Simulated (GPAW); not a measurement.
Set up this calculation in GPAW 26.7.0, as an ASE script.

| Item | Value |
| --- | --- |
| Task | relaxation of cell and atoms |
| Functional | PBEsol |
| Potentials or basis | PAW data sets generated in the run's folder for this functional |
| Cutoff | 600 eV |
| Basis | pw |
| k mesh | 5 × 5 × 5 |
| Occupations | fermi-dirac, width 0.05 eV |
| Spin | collinear spin, ferromagnetic start |
| Starting moments | [0.0, 0.0, 0.0, 1.0] μB |
| Target pressure | 10 GPa |
| Maxiter | 150 |
| Optimizer | BFGS |
| Fmax | 0.02 eV/Å |
| Max steps | 60 |
| Target pressure | 10 GPa |
| Convergence | density=1e-05 forces=0.0001 |

NiAu3:

```
CELL_PARAMETERS angstrom
4.02817 0.00000 0.00000
0.00000 4.02817 0.00000
0.00000 0.00000 4.02817
ATOMIC_POSITIONS crystal
Au 0.50000 0.50000 0.00000
Au 0.00000 0.50000 0.50000
Au 0.50000 0.00000 0.50000
Ni 0.00000 0.00000 0.00000
```

The cell comes from a database or a generator and needn't be the stable form of this composition.

One way to write it, as run:

run.py

```python
from ase import Atoms
from ase.filters import FrechetCellFilter
from ase.io import write
from ase.optimize import BFGS
from ase.units import GPa
from gpaw import GPAW, PW, setup_paths

setup_paths.insert(0, '.')

atoms = Atoms(['Au', 'Au', 'Au', 'Ni'],
              cell=[[4.028168, 0.0, 0.0],
                    [0.0, 4.028168, 0.0],
                    [0.0, 0.0, 4.028168]],
              scaled_positions=[[0.5, 0.5, 0.0],
                                [0.0, 0.5, 0.5],
                                [0.5, 0.0, 0.5],
                                [0.0, 0.0, 0.0]],
              pbc=True)
atoms.set_initial_magnetic_moments([0.0, 0.0, 0.0, 1.0])

calc = GPAW(mode=PW(600),
            xc='PBEsol',
            kpts={'size': (5, 5, 5), 'gamma': True},
            occupations={'name': 'fermi-dirac', 'width': 0.05},
            nbands=45,
            convergence={'density': 1e-05, 'forces': 0.0001},
            maxiter=150,
            txt='gpaw.txt')
atoms.calc = calc
opt = BFGS(FrechetCellFilter(atoms, scalar_pressure=10 * GPa), trajectory='relax.traj', logfile='-')
done = opt.run(fmax=0.02, steps=60)
calc.write('gs.gpw')
write('result.traj', atoms)
print('Converged:', done)
print('Cell:', atoms.cell.cellpar().round(4))
print('Volume:', round(atoms.get_volume(), 4))
print(atoms.get_scaled_positions().round(5))
```

Potentials or basis: PAW data sets generated in the run's folder for this functional, pw.

Run with:

```bash
$ gpaw-setup -f PBEsol Au Ni
$ OMP_NUM_THREADS=1 python run.py
```

It gave:

The relaxed volume is 14.92 Å³/atom and the relaxed cell is a = 3.907 Å, b = 3.907 Å, c = 3.907 Å, α = 90.00°, β = 90.00°, γ = 90.00°. The space group after relaxing (to 0.05 Å) is Pm-3m (No. 221). The energy change on relaxing (the enthalpy is what falls) is +5.0 meV/atom, the ionic steps are 5 and the pressure after relaxing is 10.0 GPa. The band gap on the k mesh is none (metal or under the smearing width). The net moment is 0.00 μB per cell.

Caveat: with this Au data set, volumes or pressures lay over 1.5 % or 2 GPa off other programs in two to four cells of ten; each step starts from the last one's moments, so a moment once lost doesn't come back; the stock nickel data set gives pressures a few GPa off other programs; later steps reuse the first step's grids.

It took 3.4 min on 1 thread of Arm Neoverse V2, on a shared host, peak memory 0.28 GiB.
